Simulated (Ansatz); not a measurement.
# CH₃NSSi: vertical ionisation energy

Aim: the vertical ionisation energy of CH₃NSSi, as cation minus neutral at the neutral's geometry, on several levels, and how well −ε(HOMO) stands in for it.

Method: unrestricted cation, the program's frozen cores in correlated methods; program: Ansatz 0.2.0, Gaussian basis.

The runs, in order: UKS PBE-D4/def2-TZVPP; UKS r2SCAN-D4/def2-TZVPP; UKS PBE0-D4/def2-TZVPP; UKS B3LYP-D4/def2-TZVPP; UKS wB97X-V/def2-TZVPP; UKS wB97M-V/def2-TZVPP; UKS B2PLYP/def2-TZVPP; UHF-CCSD(T)/def2-TZVPP; UHF-MP2/def2-QZVPP; extrapolation to the limit; then −ε(HOMO) from the neutral's earlier runs with LDA (SPW92), PBE-D4, revPBE-D4, BLYP-D4, r2SCAN-D4, B97M-V, PBE0-D4, B3LYP-D4, r2SCANh-D4, r2SCAN0-D4, HSE06-D4, BHLYP-D4, CAM-B3LYP-D4, LC-ωPBE, ωB97X-V, ωB97M-V.

## Step 1: The relaxed structure

All runs share one geometry, relaxed beforehand with PBE0-D4 in a triple-zeta def2 set.

7 atoms, charge 0, spin multiplicity 1.

Atoms are counted from 1 here; the program's logs count them from 0.

Bond lengths: S1–C2 1.717 Å, S1–H5 1.350 Å, C2–N3 1.282 Å, C2–Si4 1.779 Å, N3–Si4 1.782 Å, Si4–H6 1.476 Å, Si4–H7 1.476 Å. Angles: C2–S1–H5 96.1°, S1–C2–N3 133.3°, S1–C2–Si4 157.7°, N3–C2–Si4 69.0°, C2–N3–Si4 68.8°, C2–Si4–N3 42.2°, C2–Si4–H6 121.4°, C2–Si4–H7 121.4°, N3–Si4–H6 118.9°, N3–Si4–H7 118.9°, H6–Si4–H7 114.5°.

## Step 2: Cation, UKS PBE-D4/def2-TZVPP

File in.yaml:

```yaml
crystal:
  periodic: [false, false, false]
  atoms:
    - {symbol: S, position_ang: [-0.877611, 1.109712, -1.706179]}
    - {symbol: C, position_ang: [-0.265174, 0.215623, -0.374351]}
    - {symbol: N, position_ang: [-0.810526, -0.559311, 0.489540]}
    - {symbol: Si, position_ang: [0.942681, -0.412544, 0.771104]}
    - {symbol: H, position_ang: [-2.163940, 0.728052, -1.555777]}
    - {symbol: H, position_ang: [1.416776, 0.397885, 1.910364]}
    - {symbol: H, position_ang: [1.818994, -1.547417, 0.419501]}
basis:
  gaussian: {orbitals: def2-TZVPP}
total_charge: 1
magnetization: {spin_polarized: true, initial_magnetization: 1}
hamiltonian: {xc: pbe, dispersion: d4}
```

On the command line:

```console
$ ansatz run in.yaml --threads 2 --pin off --events-out ev --progress --plain --max-ram 4352MiB
```

After this run come: Cation, UKS r2SCAN-D4/def2-TZVPP; Cation, UKS PBE0-D4/def2-TZVPP; Cation, UKS B3LYP-D4/def2-TZVPP; Cation, UKS wB97X-V/def2-TZVPP; Cation, UKS wB97M-V/def2-TZVPP; Cation, UKS B2PLYP (frozen core)/def2-TZVPP; Cation, UHF-CCSD(T)/def2-TZVPP; Cation, UHF-MP2/def2-QZVPP.

Before running them: what should the planned runs give, taken together? Wanted: ionisation energy, CCSD(T)/CBS; nearest functional by difference; nearest −ε(HOMO); −ε(HOMO) of PBE; T1 of the cation.

**Answer**, as computed:

| quantity | value |
| --- | --- |
| ionisation energy, CCSD(T)/CBS | 9.10 eV |
| nearest functional by difference | B3LYP-D4 (-0.13 eV) |
| nearest −ε(HOMO) | ωB97M-V (-0.01 eV) |
| −ε(HOMO) of PBE | 5.76 eV |
| T1 of the cation | 0.029 |

What this shows: Energy differences with functionals land within 0.22 eV of the reference. −ε(HOMO) of PBE misses by 3.3 eV, since self-interaction lifts the level. Among orbital estimates ωB97M-V comes nearest. Hartree-Fock falls 1.24 eV short, as the neutral has more correlation energy than the cation. The cation may have settled in a state other than its lowest; no search over hole states beyond the program's own was made.
